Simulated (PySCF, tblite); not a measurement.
# C2H8B2: dynamics, then NMR shifts on frames, part 2 of 2

tblite 0.8.0 and PySCF 2.14.0. Atoms count from 0. Earlier steps stand in the parts before.

## Step 5: Nuclear shieldings: 625 fs, PBE0/pcSseg-1

What the job is given:

```
{"job": {"kind": "nmr", "xc": "PBE0", "basis": "pcSseg-1", "pop": false}, "charge": 0, "multiplicity": 1}
B      0.299500     0.653000     1.739900
C     -0.167500    -0.821200     2.018400
B     -0.675800    -1.500900     0.578400
C     -2.239000    -1.362800     0.105300
H     -0.470800     1.502800     1.442600
H      1.426900     1.045100     1.975900
H      0.601000    -1.308300     2.600900
H     -1.049400    -0.724500     2.720400
H      0.198100    -1.985600    -0.066700
H     -2.346400    -0.864100    -0.839100
H     -2.897100    -0.821800     0.844700
H     -2.688800    -2.336800    -0.052900
```

Level: GIAO PBE0/pcSseg-1 NMR shielding, non-relativistic, gas phase.

Output:

```text
coarse grid: 9304 points
cycle   1  E = -130.4274572380  dE = -1.163e-01  |g| = 3.828e-01  |ddm| = 2.715e+00
cycle   2  E = -130.4225850752  dE =  4.872e-03  |g| = 4.133e-01  |ddm| = 6.123e-01
cycle   3  E = -130.4676632344  dE = -4.508e-02  |g| = 2.006e-02  |ddm| = 3.255e-01
cycle   4  E = -130.4677566086  dE = -9.337e-05  |g| = 1.089e-02  |ddm| = 3.053e-02
cycle   5  E = -130.4677872916  dE = -3.068e-05  |g| = 2.695e-03  |ddm| = 1.068e-02
cycle   6  E = -130.4677891558  dE = -1.864e-06  |g| = 4.929e-04  |ddm| = 2.665e-03
final grid: 87808 points
cycle   7  E = -130.4890905951  dE = -2.733e-05  |g| = 6.313e-03  |ddm| = 1.718e-02
cycle   8  E = -130.4890882972  dE =  2.298e-06  |g| = 7.103e-03  |ddm| = 1.106e-02
cycle   9  E = -130.4891015210  dE = -1.322e-05  |g| = 2.950e-04  |ddm| = 5.519e-03
cycle  10  E = -130.4891015448  dE = -2.387e-08  |g| = 9.378e-05  |ddm| = 3.305e-04
cycle  11  E = -130.4891015471  dE = -2.245e-09  |g| = 2.850e-05  |ddm| = 8.887e-05
cycle  12  E = -130.4891015473  dE = -2.096e-10  |g| = 6.741e-06  |ddm| = 2.985e-05
converged SCF energy = -130.4891015473

GIAO shielding tensors (ppm)
atom      isotropic    diamagn.    paramagn.     s11        s22        s33       span
  0 B       10.104     192.661    -182.557    -65.044    -35.972    131.328    196.372
  1 C      121.958     253.201    -131.243     37.763    141.761    186.352    148.589
  2 B        8.107     191.197    -183.089    -60.446    -34.986    119.754    180.201
  3 C      167.170     250.666     -83.496    145.366    174.622    181.520     36.154
  4 H       23.711      31.056      -7.345     15.770     27.449     27.915     12.145
  5 H       23.140      29.618      -6.478     16.697     26.004     26.718     10.021
  6 H       27.689      30.484      -2.795     25.800     27.634     29.634      3.833
  7 H       28.147      29.124      -0.977     24.806     28.308     31.326      6.520
  8 H       23.312      30.016      -6.704     17.050     26.059     26.827      9.777
  9 H       30.754      31.787      -1.033     26.939     28.762     36.561      9.622
 10 H       28.965      29.528      -0.562     26.289     27.899     32.708      6.419
 11 H       30.464      27.870       2.594     26.884     28.517     35.990      9.106
```

Run time: 4.9 s. Hardware: 1 thread of Arm Neoverse V1, shared host; peak memory 0.52 GiB.

This run: δ C1 65.0, C3 19.8, B2 92.0, B0 90.0, H5 8.58, H8 8.41 ppm.

## Step 6: Shielding tensors: 800 fs, PBE0/pcSseg-1

What the job is given:

```
{"job": {"kind": "nmr", "xc": "PBE0", "basis": "pcSseg-1", "pop": false}, "charge": 0, "multiplicity": 1}
B      0.341200     0.809500     1.542600
C      0.165300    -0.715600     1.421300
B     -0.932900    -1.340400     0.312100
C     -2.422000    -0.940700     0.291800
H     -0.766400     1.442000     1.465400
H      1.319200     1.286100     1.334400
H      1.054300    -1.335500     1.299200
H     -0.262100    -1.013000     2.380300
H     -0.499000    -1.952100    -0.606700
H     -2.819900    -1.286700    -0.605000
H     -2.679800     0.096100     0.447800
H     -2.827000    -1.524000     1.139500
```

Level: GIAO PBE0/pcSseg-1 NMR shielding, non-relativistic, gas phase.

Output:

```text
coarse grid: 9304 points
cycle   1  E = -130.4040115063  dE =  5.285e-02  |g| = 4.344e-01  |ddm| = 2.757e+00
cycle   2  E = -130.3992926999  dE =  4.719e-03  |g| = 4.584e-01  |ddm| = 7.189e-01
cycle   3  E = -130.4546481243  dE = -5.536e-02  |g| = 2.427e-02  |ddm| = 3.827e-01
cycle   4  E = -130.4547690083  dE = -1.209e-04  |g| = 1.389e-02  |ddm| = 3.535e-02
cycle   5  E = -130.4548183648  dE = -4.936e-05  |g| = 2.471e-03  |ddm| = 1.315e-02
cycle   6  E = -130.4548199571  dE = -1.592e-06  |g| = 5.637e-04  |ddm| = 3.157e-03
final grid: 87808 points
cycle   7  E = -130.4754720763  dE = -2.579e-05  |g| = 6.514e-03  |ddm| = 1.928e-02
cycle   8  E = -130.4754704503  dE =  1.626e-06  |g| = 7.082e-03  |ddm| = 1.112e-02
cycle   9  E = -130.4754833483  dE = -1.290e-05  |g| = 2.840e-04  |ddm| = 5.538e-03
cycle  10  E = -130.4754833692  dE = -2.088e-08  |g| = 9.899e-05  |ddm| = 3.081e-04
cycle  11  E = -130.4754833715  dE = -2.332e-09  |g| = 3.010e-05  |ddm| = 9.552e-05
cycle  12  E = -130.4754833718  dE = -2.436e-10  |g| = 5.603e-06  |ddm| = 3.282e-05
converged SCF energy = -130.4754833718

GIAO shielding tensors (ppm)
atom      isotropic    diamagn.    paramagn.     s11        s22        s33       span
  0 B       12.762     196.357    -183.595    -63.981    -24.810    127.077    191.058
  1 C      135.742     253.861    -118.119     66.935    147.486    192.804    125.869
  2 B        5.424     194.254    -188.830    -74.515    -20.635    111.423    185.938
  3 C      173.120     252.674     -79.554    142.148    178.331    198.881     56.733
  4 H       23.341      29.835      -6.494     16.986     25.646     27.390     10.404
  5 H       23.797      31.877      -8.080     15.397     27.618     28.378     12.982
  6 H       28.170      32.380      -4.211     26.291     27.852     30.367      4.075
  7 H       30.507      30.166       0.341     26.231     30.566     34.723      8.492
  8 H       23.271      31.026      -7.755     17.319     25.384     27.111      9.792
  9 H       30.925      31.310      -0.385     27.142     29.265     36.367      9.226
 10 H       29.899      31.348      -1.449     25.591     28.885     35.221      9.630
 11 H       31.039      27.861       3.177     26.981     29.976     36.158      9.177
```

It took 5 s on 1 thread of Arm Neoverse V1, shared host; peak memory 0.52 GiB.

In short: δ C1 51.2, C3 13.8, B2 94.6, B0 87.3, H8 8.45, H4 8.38 ppm.

## Step 7: NMR shieldings: 1000 fs, PBE0/pcSseg-1

What the job is given:

```
{"job": {"kind": "nmr", "xc": "PBE0", "basis": "pcSseg-1", "pop": false}, "charge": 0, "multiplicity": 1}
B      0.102900     0.331800     2.349200
C      0.261200    -0.990700     1.561100
B     -0.839400    -1.228200     0.400900
C     -2.116500    -2.132100     0.582500
H     -0.803900     0.417100     3.100800
H      0.843900     1.184500     2.248400
H      1.178100    -0.925700     0.953000
H      0.427400    -1.848700     2.199300
H     -0.811800    -0.602100    -0.529500
H     -2.972300    -1.543400     0.866600
H     -2.003200    -2.664600     1.524400
H     -2.187000    -2.712600    -0.272400
```

Level: GIAO PBE0/pcSseg-1 NMR shielding, non-relativistic, gas phase.

Output:

```text
coarse grid: 9304 points
cycle   1  E = -130.4093322801  dE =  1.083e-01  |g| = 4.282e-01  |ddm| = 2.782e+00
cycle   2  E = -130.4063109149  dE =  3.021e-03  |g| = 4.471e-01  |ddm| = 7.106e-01
cycle   3  E = -130.4586764553  dE = -5.237e-02  |g| = 2.167e-02  |ddm| = 3.743e-01
cycle   4  E = -130.4587848193  dE = -1.084e-04  |g| = 1.110e-02  |ddm| = 3.273e-02
cycle   5  E = -130.4588171396  dE = -3.232e-05  |g| = 2.475e-03  |ddm| = 1.122e-02
cycle   6  E = -130.4588186269  dE = -1.487e-06  |g| = 6.400e-04  |ddm| = 2.623e-03
final grid: 87808 points
cycle   7  E = -130.4786845390  dE = -2.971e-05  |g| = 6.861e-03  |ddm| = 1.890e-02
cycle   8  E = -130.4786829476  dE =  1.591e-06  |g| = 7.408e-03  |ddm| = 1.179e-02
cycle   9  E = -130.4786970417  dE = -1.409e-05  |g| = 3.166e-04  |ddm| = 5.851e-03
cycle  10  E = -130.4786970682  dE = -2.651e-08  |g| = 8.938e-05  |ddm| = 3.261e-04
cycle  11  E = -130.4786970702  dE = -1.961e-09  |g| = 2.916e-05  |ddm| = 9.103e-05
cycle  12  E = -130.4786970704  dE = -2.222e-10  |g| = 6.663e-06  |ddm| = 3.267e-05
converged SCF energy = -130.4786970704

GIAO shielding tensors (ppm)
atom      isotropic    diamagn.    paramagn.     s11        s22        s33       span
  0 B       12.486     191.120    -178.634    -62.211    -35.188    134.855    197.065
  1 C      136.512     259.418    -122.906     61.762    155.830    191.944    130.182
  2 B        7.526     193.346    -185.820    -77.038    -25.057    124.674    201.712
  3 C      170.253     254.278     -84.025    137.607    178.579    194.573     56.966
  4 H       24.046      29.734      -5.688     16.420     27.466     28.252     11.832
  5 H       23.566      30.585      -7.019     15.422     27.284     27.992     12.571
  6 H       28.110      34.661      -6.551     26.053     27.526     30.752      4.700
  7 H       29.738      31.112      -1.374     26.273     29.212     33.729      7.456
  8 H       23.961      33.325      -9.364     15.844     27.532     28.506     12.663
  9 H       31.162      30.566       0.596     26.641     29.563     37.281     10.640
 10 H       29.850      30.137      -0.286     27.106     28.990     33.455      6.349
 11 H       31.467      30.968       0.500     28.161     29.696     36.545      8.384
```

Run time: 5 s. Hardware: 1 thread of Arm Neoverse V1, shared host; peak memory 0.52 GiB.

Key values: δ C1 50.4, C3 16.7, B2 92.5, B0 87.6, H5 8.15, H8 7.76 ppm.

## Step 8: Run by run: NMR shifts

Shifts (ppm) of some atoms, chosen among heavy atoms and hydrogens apart, with basis size and wall time:

| frame | C1 | C3 | H7 | H10 | H11 | B0 | B2 | functions | time |
| --- | --- | --- | --- | --- | --- | --- | --- | --- | --- |
| 250 fs | 56.9 | 30.2 | 3.78 | 2.38 | -0.64 | 89.4 | 81.8 | 108 | 8.3 s |
| 425 fs | 47.4 | 11.6 | 2.71 | 1.55 | 0.77 | 85.9 | 89.0 | 108 | 4.9 s |
| 625 fs | 65.0 | 19.8 | 3.57 | 2.75 | 1.25 | 90.0 | 92.0 | 108 | 4.9 s |
| 800 fs | 51.2 | 13.8 | 1.21 | 1.82 | 0.68 | 87.3 | 94.6 | 108 | 5 s |
| 1000 fs | 50.4 | 16.7 | 1.98 | 1.87 | 0.25 | 87.6 | 92.5 | 108 | 5 s |

## Step 9: Summary of results

This closing draws on all 2 parts.

| quantity | value |
| --- | --- |
| thermostat | 400 K |
| mean temperature, second half | 378 K |
| mean potential energy above the minimum | 0.48 eV |
| 13C shifts against TMS (PBE0/pcSseg-1, 250 fs) | 56.9, 30.2 ppm |
| 1H shifts against TMS (PBE0/pcSseg-1, 250 fs) | 8.41, 8.36, 8.28, 3.82, 3.78, 2.38, 0.84, -0.64 ppm |
| 11B shifts against BF3·OEt2 (PBE0/pcSseg-1, 250 fs) | 89.4, 81.8 ppm |
| surface potential, 1st and 99th percentile | -0.43 V and 1.63 V |
| range of the shift of C3 | 11.6 to 30.2 ppm |

**Reading.** In the second half the potential energy averages 0.48 eV above the minimum; equipartition over 30 harmonic modes at 400 K would give 0.52 eV. With 12 atoms the temperature swings widely (214 to 490 K). Shifts at one fixed geometry are not the observed spectrum, which averages over the motion. In the first frame run (250 fs): The largest span, 191 ppm, is at B0, where the paramagnetic term is -183 ppm. At PBE0/pcSseg-1, counted by nearest atom on the grid, the HOMO lies on H8 29 %; C3 23 %, the LUMO on B0 40 %; B2 17 %. In ppm, C3 moves most: its shift spreads over 18.6 ppm, from 11.6 (425 fs) to 30.2 (250 fs).
